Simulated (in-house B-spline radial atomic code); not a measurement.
# Si: excited configurations

How much energy does it take to promote electrons of Si to other shells? Each configuration is solved by itself and compared with the reference.

The numbers are computed with in-house B-spline radial atomic code version 1 (Dirac-Hartree-Fock, average of configuration, Fermi nucleus, basis-set limit), except any that are marked as measured or tabulated.

### 1 What is computed

| Item | Value |
| --- | --- |
| element | silicon (Z = 14) |
| charge | 0 |
| electrons | 14 |
| configuration | [Ne] 3s2 3p2 |
| Hamiltonian | Dirac-Coulomb |
| nucleus | Fermi, rms radius 3.122 fm |

The outer shells:

[Ne] 3s2 3p2
```
[Ne] core
3s [↑↓]
3p [↑ ][↑ ][  ]
```

The boxes draw the filling by Hund's rule, which heavy ions in jj coupling don't follow; these runs average over all states of the configuration.

Settings of the run:

```ini
Z = 14
electrons = 14.0
configuration = [Ne] 3s2 3p2
hamiltonian = dirac
method = hf
spin_polarised = False
nucleus = fermi
rms_radius = 3.1224
mass_number = 28
atomic_mass = 27.97692653442
speed_of_light = 137.035999084
```

This reference run was done before. Its total energy is -289.461336 hartree, and its levels are (the highest eight at most):

```
orbital  occupation  energy (eV)  <r> (bohr)
  1s1/2           2     -1877.59      0.1111
  2s1/2           2      -168.44      0.5610
  2p1/2           2      -116.41      0.5336
  2p3/2           4      -115.72      0.5356
  3s1/2           2      -14.844       2.199
  3p1/2    0.666667       -7.594       2.783
  3p3/2     1.33333       -7.563       2.791
```

### 2 Configuration [He] 2s2 2p5 3s2 3p2 5p1

Settings of the run:

```ini
Z = 14
electrons = 14.0
configuration = [He] 2s2 2p5 3s2 3p2 5p1
hamiltonian = dirac
method = hf
spin_polarised = False
nucleus = fermi
rms_radius = 3.1224
mass_number = 28
atomic_mass = 27.97692653442
speed_of_light = 137.035999084
```

### 3 Run with [He] 2s2 2p5 3s2 3p2 6g1

Settings: those of step 2 with these lines changed.

```diff
@@ -2,3 +2,3 @@
 electrons = 14.0
-configuration = [He] 2s2 2p5 3s2 3p2 5p1
+configuration = [He] 2s2 2p5 3s2 3p2 6g1
 hamiltonian = dirac
```

### 4 [He] 2s2 2p5 3s2 3p2 4p1

Settings: those of step 3 with these lines changed.

```diff
@@ -2,3 +2,3 @@
 electrons = 14.0
-configuration = [He] 2s2 2p5 3s2 3p2 6g1
+configuration = [He] 2s2 2p5 3s2 3p2 4p1
 hamiltonian = dirac
```

### 5 Configuration [Ne] 3s2 3p1 7g1

Settings: those of step 4 with these lines changed.

```diff
@@ -2,3 +2,3 @@
 electrons = 14.0
-configuration = [He] 2s2 2p5 3s2 3p2 4p1
+configuration = [Ne] 3s2 3p1 7g1
 hamiltonian = dirac
```

### 6 [He] 2s2 2p5 3s2 3p2 6s1

Settings: those of step 5 with these lines changed.

```diff
@@ -2,3 +2,3 @@
 electrons = 14.0
-configuration = [Ne] 3s2 3p1 7g1
+configuration = [He] 2s2 2p5 3s2 3p2 6s1
 hamiltonian = dirac
```

### 7 [Ne] 3s1 3p2 6p1

Settings: those of step 6 with these lines changed.

```diff
@@ -2,3 +2,3 @@
 electrons = 14.0
-configuration = [He] 2s2 2p5 3s2 3p2 6s1
+configuration = [Ne] 3s1 3p2 6p1
 hamiltonian = dirac
```

### 8 Configuration [He] 2s2 2p5 3s2 3p2 5s1

Settings: those of step 7 with these lines changed.

```diff
@@ -2,3 +2,3 @@
 electrons = 14.0
-configuration = [Ne] 3s1 3p2 6p1
+configuration = [He] 2s2 2p5 3s2 3p2 5s1
 hamiltonian = dirac
```

### 9 Configuration [He] 2s2 2p5 3s2 3p2 7g1

Settings: those of step 8 with these lines changed.

```diff
@@ -2,3 +2,3 @@
 electrons = 14.0
-configuration = [He] 2s2 2p5 3s2 3p2 5s1
+configuration = [He] 2s2 2p5 3s2 3p2 7g1
 hamiltonian = dirac
```

Q: How far above the reference does each configuration lie (order and size, in eV)?

As calculated:

| net move | configuration | energy above the reference (eV) | with Breit, QED, recoil (eV) | largest <r> (bohr) |
| --- | --- | --- | --- | --- |
| 3p → 7g | [Ne] 3s2 3p1 7g1 | 6.827 | 6.826 | 63.5 |
| 3s → 6p | [Ne] 3s1 3p2 6p1 | 13.374 | 13.371 | 31.2 |
| 2p → 4p | [He] 2s2 2p5 3s2 3p2 4p1 | 105.95 | 105.92 | 8.86 |
| 2p → 5s | [He] 2s2 2p5 3s2 3p2 5s1 | 106.71 | 106.68 | 14.7 |
| 2p → 5p | [He] 2s2 2p5 3s2 3p2 5p1 | 107.03 | 107.00 | 18.1 |
| 2p → 6s | [He] 2s2 2p5 3s2 3p2 6s1 | 107.32 | 107.28 | 25.6 |
| 2p → 6g | [He] 2s2 2p5 3s2 3p2 6g1 | 107.74 | 107.71 | 44.0 |
| 2p → 7g | [He] 2s2 2p5 3s2 3p2 7g1 | 107.84 | 107.81 | 63.5 |

Quantum defects of the promoted electron, δ = n − ζ/√(−2ε) with ζ = 1 and ε its orbital energy in hartree:

| promotion | δ |
| --- | --- |
| 3p → 7g | 0.000 |
| 3s → 6p | 1.395 |
| 2p → 4p | 1.503 |
| 2p → 5s | 1.889 |
| 2p → 5p | 1.469 |
| 2p → 6s | 1.881 |
| 2p → 6g | 0.000 |
| 2p → 7g | 0.000 |

What this shows: The lowest of them is 3p → 7g at 6.827 eV and the highest 2p → 7g at 107.84 eV. Koopmans' estimate of the ionisation threshold is 7.563 eV; 7 configurations exceed it by over 2 % and could autoionise. Of those tabulated, the defect is largest for 5s (1.89) and least for 6g (0.00): low angular momentum penetrates the core, high angular momentum stays outside it. Two partly filled shells share a symmetry and can mix in the average, which may lower the energy, for: 3s → 6p; 2p → 4p; 2p → 5s; 2p → 5p; 2p → 6s; 2p → 6g; 2p → 7g. These are averages over configurations, without correlation, not spectroscopic levels.
